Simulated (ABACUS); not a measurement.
HPbNO4:

```
CELL_PARAMETERS angstrom
4.27531 -0.00040 0.00636
-2.08399 5.20775 -0.04907
-2.12377 -1.86574 4.91491
ATOMIC_POSITIONS crystal
H 0.99073 0.03330 0.90994
Pb 0.50274 0.81989 0.14287
N 0.00838 0.47408 0.50265
O 0.99816 0.92741 0.02877
O 0.19467 0.73435 0.60852
O 0.81673 0.35882 0.24556
O 0.01381 0.33121 0.65217
```

The cell was built by a generator and needn't be a form met in nature.

Base run:

```yaml
Program: ABACUS 3.10.1
Functional: PBE
Potentials_or_basis: PseudoDojo NC SR 0.4.1 PBE standard
Cutoff: 1361 eV
Density_cutoff: 5442 eV
Basis: DZP LCAO (the cutoffs set its grid)
k_mesh: 6 × 4 × 4
Occupations: fermi-dirac, width 0.05 eV
Spin: no spin polarisation
```

Its results: band gap on the k mesh 2.80 eV, indirect (least direct gap 3.11 eV); pressure 3.5 GPa; largest force 1.477 eV/Å.

**Question.** The run is repeated on the same cell with these changes: potentials or basis from PseudoDojo NC SR 0.4.1 PBE standard to PseudoDojo NC FR 0.4 PBE standard; k mesh from 6 × 4 × 4 to 5 × 4 × 4. What comes out?

**Answer.** Band gap on the k mesh 2.90 eV, indirect (least direct gap 3.12 eV); pressure 3.5 GPa; largest force 1.486 eV/Å.

Caveats: the atomic orbitals were generated for these runs and aren't a published set; spin-orbit coupling is left out, which as a rule narrows the gap of such compounds by several tenths of an eV; the basis of atomic orbitals isn't converged, which shifts pressures, moduli and gaps; forces of over 1 eV/Å show positions far from the minimum, so gaps and moduli don't describe the material at rest; an odd mesh through Γ misses points on the zone boundary, where band edges often lie (some runs).
